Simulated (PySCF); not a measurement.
Molecule: N2AlBrH4, in a box.

```
CELL_PARAMETERS angstrom
11.00000 0.00000 0.00000
0.00000 14.00000 0.00000
0.00000 0.00000 13.00000
ATOMIC_POSITIONS crystal
N 0.47840 0.61825 0.52214
Al 0.48819 0.48980 0.50300
N 0.55263 0.40980 0.58301
Br 0.41134 0.43816 0.35072
H 0.44019 0.66323 0.46958
H 0.50739 0.64897 0.59106
H 0.59244 0.42405 0.65713
H 0.55826 0.34176 0.57422
```

The cell isn't the ideal one: atoms moved at random, drawn with an rms of 0.05 Å.

Program: PySCF 2.14.0. Alike in all runs: task atomic charges; potentials or basis def2-svp (all-electron); no spin polarisation; cell atoms moved at random, drawn with an rms of 0.05 Å; k mesh 1 × 1 × 1; smearing fixed.

Q: Order these runs on this cell by their band gap on the k mesh, lowest first.
A. level B97-D+D3(BJM)
B. level revTPSS+D3
C. level HSE06+D3(BJ); exxdiv ewald

A: A (4.82 eV), B (5.08 eV), C (6.22 eV).

Caveats: this is a molecule in a periodic box at the Γ point, so its band gap is the HOMO-LUMO gap; relativity is left out, which matters for the heavier elements; the basis of atomic orbitals isn't converged, which shifts pressures, moduli and gaps; this program's HSE differs a little from the usual definition (some runs).

